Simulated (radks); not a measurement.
**Ti²¹⁺ in 2p1: an all-electron calculation**

An exercise on one series of results from a longer session: the logs are not shown, and one member is left open.

The numbers are computed with radks (a radial shooting solver on a logarithmic mesh, Libxc functionals) version 1 (scalar-relativistic Kohn-Sham, SCAN, spin-polarised, spherical densities, finite nucleus; open shells are filled with parallel spins first), except any that are marked as measured or tabulated.

## What is computed

| Quantity | Value |
| --- | --- |
| element | titanium (Z = 22) |
| charge | +21 |
| electrons | 1 |
| configuration | 2p1 |
| nuclear rms radius | 3.5921 fm |

The outer shells:

Ti²¹⁺
```
2p [↑ ][  ][  ]
```

Set-up of the first run:

The run's settings:

```text
Z 22
configuration 2p1 1s0 3p0
relativity scalar-relativistic
functional scan,scan
spin polarised
nucleus finite rms 3.5921 fm
c 137.035999084
```

One of the session's tables, all rows but one given; the rest of the session is left out.

It belongs to the step «Orbitals and density». The radial density on a logarithmic grid:

```
r (bohr)  4πr²ρ (e/bohr)
 0.00914        0.001353
  0.0126        0.004416
  0.0173         0.01407
  0.0239         0.04321
  0.0329          0.1260
  0.0449          0.3336
  0.0618               ?
  0.0852           1.756
   0.117           3.101
   0.162           4.196
   0.222           3.934
   0.306           2.226
   0.422          0.6278
   0.581         0.06810
   0.800        0.001994
```

Estimate the missing values for r (bohr) = 0.0618.

Worked estimate for «4πr²ρ (e/bohr)». A straight line through the neighbours (0.0449, 0.3336) and (0.0852, 1.756) gives 0.3336 + (1.756 − 0.3336) × (0.0618 − 0.0449) / (0.0852 − 0.0449) = 0.9301; a parabola fitted to 4 rows on both sides gives 0.8937.

**Answer.** 4πr²ρ (e/bohr): 0.8203. In «4πr²ρ (e/bohr)» the line misses by +0.1098 and the parabola by +0.0734.
